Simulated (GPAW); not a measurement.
## HPbNO4 in GPAW: the effect of functional

The system is HPbNO4.

```
CELL_PARAMETERS angstrom
3.85707 0.00178 -0.03658
0.17353 4.33436 -0.01647
0.75803 0.83873 5.87662
ATOMIC_POSITIONS crystal
H 0.61511 0.89559 0.19844
Pb 0.64597 0.44651 0.91685
N 0.71474 0.23810 0.50058
O 0.16958 0.47007 0.77768
O 0.62919 0.97045 0.49845
O 0.56424 0.92583 0.03849
O 0.78022 0.42250 0.31951
```

The cell was built by a generator and needn't be a form met in nature.

Alike in all runs:

```yaml
Program: GPAW 26.7.0
Task: band structure
Cutoff: 800 eV
Basis: pw
k_mesh: 5 × 5 × 3
Occupations: fermi-dirac, width 0.05 eV
Spin: no spin polarisation
```

| functional | potentials or basis | pressure (GPa) | largest force (eV/Å) |
| --- | --- | --- | --- |
| LDA | the program's PAW data sets (release 1.2.1) made for this functional | -6.9 | 0.80 |
| PBE | GPAW PAW data sets (gpaw-data 1.2.1) | -0.6 | 0.10 |
| PBEsol | PAW data sets generated in the run's folder for this functional | -3.7 | 0.38 |
| AM05 | PAW data sets generated in the run's folder for this functional | -3.1 | 0.51 |
| PW91 | PAW data sets generated in the run's folder for this functional | ? | ? |
| r2SCAN | GPAW PAW data sets (gpaw-data 1.2.1) | -4.6 | 0.52 |

Q: What does the run with functional PW91 give?

A: Pressure -0.9 GPa; largest force 0.11 eV/Å.

Caveats: the PAW data sets were made with another functional, which shifts forces and pressure a little (some runs).
